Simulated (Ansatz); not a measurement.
# CdTe: the cost of one run

All numbers are computed with Ansatz 0.2.0, driven from Python. Level of theory: DFT r2SCAN, plane waves, PAW.

The COD entry's cell or inner coordinates are ideal or old and differ from later refinements, so a difference from it is no clean test against experiment.

## Step 1: The structure

The structure is cubic, space group F-43m (No. 216). The conventional cell has a = 6.410 Å, b = 6.410 Å, c = 6.410 Å, α = 90.00°, β = 90.00°, γ = 90.00°. Around Cd (site symmetry -43m) lie 4 Te at 2.78 Å. Around Te (site symmetry -43m) lie 4 Cd at 2.78 Å.

The script holds or builds the structure itself.

## Step 2: The code

ecut_cdte.py

```python
import ansatz as az
import pandas as pd

config = {
    "xc": "r2scan",
    "kmesh": (6, 6, 6),
}

lattice = az.Lattice.of(
    [0.0, 3.205, 3.205],
    [3.205, 0.0, 3.205],
    [3.205, 3.205, 0.0],
)
sites = [
    ("Cd", [0.0, 0.0, 0.0]),
    ("Te", [0.25, 0.25, 0.25]),
]
cdte = az.Crystal(lattice=lattice)
for symbol, position in sites:
    cdte = cdte.atom(symbol, position)

job = (
    cdte.calculation()
    .functional(config["xc"])
    .kpoints(*config["kmesh"])
    .occupations(az.OccupationsMethod.FIXED)
    .band_table()
)

rows = []
for value in [250, 300, 350, 400, 450]:
    r = job.basis(value).run(threads=1).report
    rows.append((value, r["free_energy_ev"] / len(r["lattice"]["sites"]), r["n_iterations"], r["gap_by_band_count_ev"], r["n_pw"]))

table = pd.DataFrame(rows, columns=["cutoff (eV)", "F/atom (eV)", "iterations", "gap by band count (eV)", "plane waves"])
print(table.round(5).to_string(index=False))

for row in rows[:-1]:
    shift = 1000 * (row[1] - rows[-1][1])
    print(f"{row[0]}: {shift:+.2f} meV/atom" + ("  (within 2 meV)" if abs(shift) < 2 else ""))
```

## Step 3: What the engine is handed

The engine receives this input (first run):

```yaml
crystal:
  lattice:
    - [0.0, 3.205, 3.205]
    - [3.205, 0.0, 3.205]
    - [3.205, 3.205, 0.0]
  atoms:
    - { symbol: Cd, position: [0.0, 0.0, 0.0] }
    - { symbol: Te, position: [0.25, 0.25, 0.25] }
basis:
  ecutwfc: 250.0
kpoints:
  mp_grid:
    grid: [6, 6, 6]
hamiltonian:
  xc: r2scan
scf:
  occupations:
    method: fixed
output:
  eigenvalues: true
```

## Step 4: Launch

Run with:

```console
> python ecut_cdte.py
```

Q: Estimate wall time and peak memory on 1 thread of Arm Neoverse V2, shared host.

About 13 s, with a peak of 0.52 GiB.
